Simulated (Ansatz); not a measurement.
**NiSb (Breithauptite): how the settings move a single-point run**

Aim: see which settings change the result for NiSb (Breithauptite), by how much, and at what cost.

Program: Ansatz 0.2.0. Level of theory: reference: DFT, PBE+U, all-electron LAPW, scalar-relativistic. These are calculated values, not measurements.

## 1. The system as given

It takes space group P6_3/mmc (No. 194, hexagonal). Conventional cell: a = 3.928 Å, b = 3.928 Å, c = 5.120 Å, α = 90.00°, β = 90.00°, γ = 120.00°. Around Ni (site symmetry -3m) lie 2 Ni at 2.56 Å and 6 Sb at 2.60 Å. Sb (site symmetry -6m2) is surrounded by 6 Ni at 2.60 Å.

As a file:

```cif
data_structure
_symmetry_space_group_name_H-M 'P6_3/mmc'
_symmetry_Int_Tables_number 194
_cell_length_a 3.9280
_cell_length_b 3.9280
_cell_length_c 5.1200
_cell_angle_alpha 90.000
_cell_angle_beta 90.000
_cell_angle_gamma 120.000
_cell_volume 68.41
loop_
_atom_site_label
_atom_site_type_symbol
_atom_site_symmetry_multiplicity
_atom_site_Wyckoff_symbol
_atom_site_fract_x
_atom_site_fract_y
_atom_site_fract_z
_atom_site_occupancy
Ni1 Ni 2 a 0.00000 0.00000 0.00000 1
Sb1 Sb 2 c 0.33333 0.66667 0.25000 1
```

## 2. The reference run

input.yaml

```yaml
crystal:
  lattice:
    - [3.928, 0.0, 0.0]
    - [-1.964, 3.4017477861, 0.0]
    - [0.0, 0.0, 5.12]
  atoms:
    - { symbol: Ni, position: [0.0, 0.0, 0.0], spin: 1.5 }
    - { symbol: Ni, position: [0.0, 0.0, 0.5], spin: 1.5 }
    - { symbol: Sb, position: [0.3333333333, 0.6666666667, 0.25] }
    - { symbol: Sb, position: [0.6666666667, 0.3333333333, 0.75] }
magnetization:
  spin_polarized: true
kpoints:
  mp_grid: { grid: [10, 10, 7] }
scf:
  occupations: { method: fermi_dirac, width: 0.05 }
hamiltonian:
  xc: pbe
  pseudopotentials: { kind: all_electron, lapw: { basis_error: 0.001 } }
  hubbard: { sites: [{ species: Ni, l: d, u_eff: 3 }] }
output:
  forces: true
  stress: true
  eigenvalues: true
  hubbard: { sites: [{ species: Ni, l: d }] }
  populations: true
  dos: { projected: true, de: 0.1, e_range: [-10, 8] }
```

Command:

```bash
ansatz run input.yaml --threads 2 --pin off --max-ram 6144MiB --backend cpu --events-out ev --progress --plain --runs-dir out
```

## 3. Variant: projectors atomic

input.yaml: that of step 2 with these lines changed.

```diff
@@ -19,3 +19,3 @@
   pseudopotentials: { kind: all_electron, lapw: { basis_error: 0.001 } }
-  hubbard: { sites: [{ species: Ni, l: d, u_eff: 3 }] }
+  hubbard: { sites: [{ species: Ni, l: d, u_eff: 3 }], projectors: atomic }
 output:
@@ -26,2 +26 @@
   populations: true
-  dos: { projected: true, de: 0.1, e_range: [-10, 8] }
```

Before running it: what results should come out? Wanted: for each run, ending; energy change; pressure; gap; force.

**Answer**, as computed:

```csv
run,ending,energy change,pressure (GPa),gap (eV),force (eV/Å),cycles,time
reference,converged,0,3.2,0.00,0.00,19,4.8 min
1: projectors atomic,converged,-122.9 meV/atom (U changed: no physical gain or loss),2.4,0.00,0.00,20,4.8 min
```

Times don't compare one to one where runs were asked for different outputs or read a saved state (see the inputs); cycles may leave out searches for a lower state.

Residual by cycle in the longest SCF loop of each run; runs are numbered as in the table. The quantity is the density residual dr2, in eV.

```csv
cycle,reference,run 1
1,7.18,7.03
3,1.97,1.95
4,0.14,0.114
6,0.00811,0.00874
8,0.00193,0.00187
10,0.224,0.199
11,1.9e-4,1.8e-4
13,8.4e-6,5.7e-6
15,5.5e-8,1.2e-6
17,2.5e-9,3.1e-8
18,2.6e-10,9.6e-9
20,-,1.1e-10
```

What this shows: Changing the Hubbard U moves the energy by -122.9 meV/atom, and the pressure goes from 3.2 to 2.4 GPa. The U term adds an energy of its own, so the shift says nothing about which run is better. A changed U is a change of model: its shifts are not errors of convergence.
